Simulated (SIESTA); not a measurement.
Runs of SIESTA 5.4.2 on Sc. The cell holds a slab with vacuum, 6 atoms: a = 3.309 Å, b = 3.309 Å, c = 28.170 Å, α = 90.00°, β = 90.00°, γ = 120.00°. The slab is cut from a database's or a generator's crystal, which needn't be the stable form of the element.

```tsv
level	potentials or basis	gap on the mesh (eV)	largest force (eV/Å)
LDA	PseudoDojo 0.4 standard (LDA files), DZP (energy shift 0.003 Ry; two zetas on semicore shells)	none	0.53
WC	PseudoDojo 0.4 standard (PBEsol files), DZP (energy shift 0.003 Ry; two zetas on semicore shells)	none	(b)
RPBE	PseudoDojo 0.4 standard (PBE files), DZP (energy shift 0.003 Ry; two zetas on semicore shells)	none	0.15
revPBE	PseudoDojo 0.4 standard (PBE files), DZP (energy shift 0.003 Ry; two zetas on semicore shells)	none	0.15
AM05	PseudoDojo 0.4 standard (PBEsol files), DZP (energy shift 0.003 Ry; two zetas on semicore shells)	none	0.33
PW91	PseudoDojo 0.4 standard (PBE files), DZP (energy shift 0.003 Ry; two zetas on semicore shells)	none	0.26
PBEsol	PseudoDojo 0.4 standard (PBEsol files), DZP (energy shift 0.003 Ry; two zetas on semicore shells)	none	0.36
BLYP	PseudoDojo 0.4 standard (PBE files), DZP (energy shift 0.003 Ry; two zetas on semicore shells)	none	(a)
```

Alike in all rows: task band structure; no spin polarisation; cell as given; k mesh 9 × 9 × 1; smearing fermi-dirac 0.05 eV; grid cutoff 800 Ry; energy shift 0.003 Ry.

Question: Estimate the missing entries.

Answer: (a) 0.20; (b) 0.37.

Caveats: the basis of atomic orbitals isn't converged, which shifts pressures, moduli and gaps; the potentials were made for another functional, which shifts forces and pressure (some runs).

A gap of «none» marks a metal or a gap under the smearing width.

Runs at the PBE level aren't shown here.
